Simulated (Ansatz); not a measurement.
# BIr: the cost of one run

Program: Ansatz 0.2.0. Level of theory: DFT r2SCAN, scalar-relativistic, plane waves, PAW. These are calculated values, not measurements.

1 further run of the same task is left out (set aside as unsound or not needed).

### 1 The starting structure

The structure is hexagonal, space group P-6m2 (No. 187). Conventional cell: a = 3.042 Å, b = 3.042 Å, c = 2.703 Å, α = 90.00°, β = 90.00°, γ = 120.00°. Around B (site symmetry -6m2) lie 6 Ir at 2.22 Å. Ir (site symmetry -6m2) has 6 B at 2.22 Å as nearest neighbours.

Coordinates:

```
CELL_PARAMETERS angstrom
3.04211 0.00000 0.00000
-1.52105 2.63454 0.00000
0.00000 0.00000 2.70297
ATOMIC_POSITIONS crystal
B 0.33333 0.66667 0.50000
Ir 0.00000 0.00000 0.00000
```

Source of the structure: the Materials Project (structure only).

### 2 Quick check of gap, pressure and forces

Contents of input.yaml:

```yaml
crystal:
  lattice:
    - [3.0421080792, 0.0, 0.0]
    - [-1.5210540396, 2.6345428776, 0.0]
    - [0.0, 0.0, 2.70297231]
  atoms:
    - { symbol: B, position: [0.33333333, 0.66666667, 0.5] }
    - { symbol: Ir, position: [0.0, 0.0, 0.0] }
basis:
  ecutwfc: 500
kpoints:
  mp_grid: { grid: [6, 6, 6] }
hamiltonian:
  xc: r2scan
scf:
  occupations: { method: gaussian, width: 0.1 }
output:
  forces: true
  stress: true
  eigenvalues: true
```

Command:

```console
$ ansatz run input.yaml --threads 1 --pin off --max-ram 1228MiB --backend cpu --events-out ev --progress --plain --runs-dir out
```

What time and memory should one allow on 1 thread of an x86-64 CPU, shared host?

About 1.3 s, with a peak of 0.38 GiB.
